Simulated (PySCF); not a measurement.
A run of PySCF 2.14.0 is set up as follows.

The input run.py:

```python
import json
import numpy as np
from pyscf.pbc import gto, scf, dft, df

cell = gto.Cell()
cell.basis = '6-31g*'
cell.fromfile('TiO2.xyz')
cell.exp_to_discard = 0
cell.precision = 1e-08
cell.max_memory = 2520  # MB
cell.verbose = 4
cell.build()

res = {}
kpts = cell.make_kpts([1, 1, 1])
mf = dft.KRKS(cell, kpts, xc='pbe0', exxdiv='ewald')
mf = mf.density_fit()
mf.with_df._cderi = 'cderi.h5'  # three-centre integrals saved by an earlier run on this cell, basis and mesh
mf.conv_tol = 1e-08
mf.max_cycle = 60

mf.kernel()
res.update(converged=bool(mf.converged), e_tot=mf.e_tot, nelec=cell.nelectron, nao=cell.nao, mesh=list(map(int, cell.mesh)), a=cell.lattice_vectors().tolist(), coords=cell.atom_coords().tolist(),
           mo_energy=[np.real(x).tolist() for x in mf.mo_energy], mo_occ=[np.real(x).tolist() for x in mf.mo_occ])
import h5py
print('fit functions by k pair:', sorted({v['0'].shape[0] for v in h5py.File(mf.with_df._cderi)['j3c'].values()}))
res.update(kpts=cell.get_scaled_kpts(kpts).tolist())
res['parts'] = {k: float(np.real(v)) for k, v in mf.scf_summary.items() if np.isscalar(v)}
json.dump(res, open('results.json', 'w'))
if not mf.converged:
    raise SystemExit('SCF not converged')

print('levels (eV)')
for i, kp in enumerate(res['kpts'][:40]):
    print('k %7.4f %7.4f %7.4f  ' % tuple(kp), ' '.join('%.3f' % (x * 27.211386) for x in res['mo_energy'][i][:24]))

# Mulliken populations
dm, s = np.asarray(mf.make_rdm1()), np.asarray(mf.get_ovlp())
sites = cell.aoslice_by_atom()[:, 2:]
tot = np.einsum('kij,kji->i', dm, s).real / len(kpts)
res['mulliken'] = [cell.atom_charge(i) - tot[a0:a1].sum() for i, (a0, a1) in enumerate(sites)]
print('Mulliken charges', np.round(res['mulliken'], 5))

from pyscf.pbc.gw.krgw_ac import KRGWAC
gw = KRGWAC(mf, frozen=7)
gw.fc = True
orbs = list(range(16, 22))
gw.kernel(orbs=orbs)
res['orbs'] = orbs
res['qp'] = np.asarray(gw.mo_energy).real.tolist()
res['done'] = True
json.dump(res, open('results.json', 'w'))
```

The input TiO2.xyz:

```xyz
3
Lattice="11.0000000000 0.0000000000 0.0000000000 0.0000000000 11.0000000000 0.0000000000 0.0000000000 0.0000000000 11.0000000000" Properties=species:S:1:pos:R:3 pbc="T T T"
O      6.5015500000      6.2314000100      6.1444000200
Ti     5.7155499500      4.8105999700      6.0313999900
O      4.5244500400      4.8657999500      4.9236000000
```

Potentials or basis: 6-31g* (all-electron).

Run with:

```console
$ OMP_NUM_THREADS=2 python -u run.py > log
```

Task: Estimate the Mulliken charges.

Result: O -0.61; Ti +1.23 e.

Task: What does it give for the quasiparticle gap?

Result: 7.48 eV.

Task: What does it give for the gap between the frontier levels, mean-field level?

Result: 4.24 eV.

Caveat: the basis is small and the box finite, so much correlation energy is missing and levels can be off by tenths of an eV; this is a molecule in a periodic box at the Γ point, so its band gap is the HOMO-LUMO gap; total energy, band gap and charges are those of the mean-field reference; the basis of atomic orbitals isn't converged, which shifts pressures, moduli and gaps.
